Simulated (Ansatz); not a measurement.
**AlFH₄NP: up Jacob's ladder to CCSD(T)**

Aim: compute AlFH₄NP with functionals from several rungs and with coupled cluster. The yardstick is the atomisation energy at the CCSD(T) limit.

Method: functionals in def2-TZVPP, the program's frozen cores in correlated methods; program: Ansatz 0.2.0, Gaussian basis.

The runs, in order: LDA (SPW92), PBE-D4, revPBE-D4, BLYP-D4, r2SCAN-D4, B97M-V, PBE0-D4, B3LYP-D4, r2SCANh-D4, r2SCAN0-D4, HSE06-D4, BHLYP-D4, CAM-B3LYP-D4, LC-ωPBE, ωB97X-V, ωB97M-V, B2PLYP, PBE-QIDH; CCSD(T)/def2-SVP; CCSD(T)/def2-TZVPP; MP2/def2-QZVPP; extrapolation to the limit; RPA on PBE.

## 1. Structure used throughout

An earlier PBE0-D4 in a triple-zeta def2 set relaxation fixed the geometry.

8 atoms, charge 0, spin multiplicity 1.

Atoms are counted from 1 here; the program's logs count them from 0.

Bond lengths: N1–Al2 1.757 Å, N1–H5 1.007 Å, N1–H6 1.006 Å, Al2–F3 1.652 Å, Al2–P4 2.313 Å, P4–H7 1.423 Å, P4–H8 1.422 Å. Angles: Al2–N1–H5 124.5°, Al2–N1–H6 125.0°, H5–N1–H6 110.5°, N1–Al2–F3 117.2°, N1–Al2–P4 124.0°, F3–Al2–P4 118.7°, Al2–P4–H7 91.8°, Al2–P4–H8 91.4°, H7–P4–H8 93.6°.

## 2. LDA

This LDA is Slater exchange with PW92 correlation.

Input file in.yaml:

```yaml
crystal:
  periodic: [false, false, false]
  atoms:
    - {symbol: N, position_ang: [0.056101, 1.620539, -0.139076]}
    - {symbol: Al, position_ang: [0.488278, 0.016678, 0.435003]}
    - {symbol: F, position_ang: [1.310247, -0.078844, 1.864983]}
    - {symbol: P, position_ang: [0.082399, -1.931534, -0.744142]}
    - {symbol: H, position_ang: [0.281957, 2.477562, 0.339589]}
    - {symbol: H, position_ang: [-0.461609, 1.812082, -0.980591]}
    - {symbol: H, position_ang: [-1.158487, -1.433110, -1.229750]}
    - {symbol: H, position_ang: [-0.506685, -2.540272, 0.398184]}
basis:
  gaussian: {orbitals: def2-TZVPP}
hamiltonian: {xc: lda}
output: {orbitals: {seedname: orbitals}}
```

The run is started by

```
$ ansatz run in.yaml --threads 2 --pin off --events-out ev --progress --plain --max-ram 4352MiB
```

Further steps of the session: PBE-D4 (GGA); revPBE-D4 (GGA); BLYP-D4 (GGA); r2SCAN-D4 (meta-GGA); B97M-V (meta-GGA); PBE0-D4 (hybrid); B3LYP-D4 (hybrid); r2SCANh-D4 (hybrid); r2SCAN0-D4 (hybrid); HSE06-D4 (hybrid); BHLYP-D4 (hybrid); CAM-B3LYP-D4 (range-separated); LC-ωPBE (range-separated); ωB97X-V (range-separated); ωB97M-V (range-separated); B2PLYP (double hybrid); PBE-QIDH (double hybrid); CCSD(T) in def2-SVP; CCSD(T) in def2-TZVPP; MP2 in def2-QZVPP; RPA on PBE orbitals.

**Question.** What will the summary of the whole plan be? Wanted: atomisation energy, CCSD(T)/CBS; farthest beyond LDA; mean size of error, GGA; mean size of error, meta-GGA; mean size of error, hybrid; mean size of error, range-separated; mean size of error, double hybrid; gap, smallest and largest; T1 diagnostic.

The runs gave:

| quantity | value |
| --- | --- |
| atomisation energy, CCSD(T)/CBS | 2657.8 kJ/mol |
| functionals within 13.3 kJ/mol (0.5 %) | BLYP-D4, B3LYP-D4, CAM-B3LYP-D4, ωB97M-V |
| farthest beyond LDA | BHLYP-D4 (-88.5 kJ/mol) |
| mean size of error, GGA | 23.4 kJ/mol |
| mean size of error, meta-GGA | 13.7 kJ/mol |
| mean size of error, hybrid | 45.4 kJ/mol |
| mean size of error, range-separated | 16.7 kJ/mol |
| mean size of error, double hybrid | 48.9 kJ/mol |
| gap, smallest and largest | 5.07 eV (BLYP-D4), 11.91 eV (LC-ωPBE) |
| T1 diagnostic | 0.0129 |
| triples share of the correlation energy | 3.4 % |

What this shows: The LDA atomisation energy is off by 354.0 kJ/mol (13 %): it overbinds. PBE-D4 misses by +18.5 kJ/mol. Double hybrids carry the basis error of their MP2 part in triple zeta, and no dispersion term here, so their miss is partly the set-up's. By mean error the best rung here is meta-GGA (13.7 kJ/mol) and the worst beyond LDA is double hybrid (48.9 kJ/mol). The gap between the best rungs is small, so their order is not settled. The reference freezes the cores and leaves out relativity and excitations past (T), so misses under about 13.3 kJ/mol can't be ranked. Hartree-Fock recovers 69 % of the binding; the rest is correlation. CCSD(T) in def2-SVP is off by -241.0 kJ/mol, so the small basis spoils what the method gains. The gap grows from 5.1 to 11.9 eV across the functionals, mostly with the share of exact exchange.
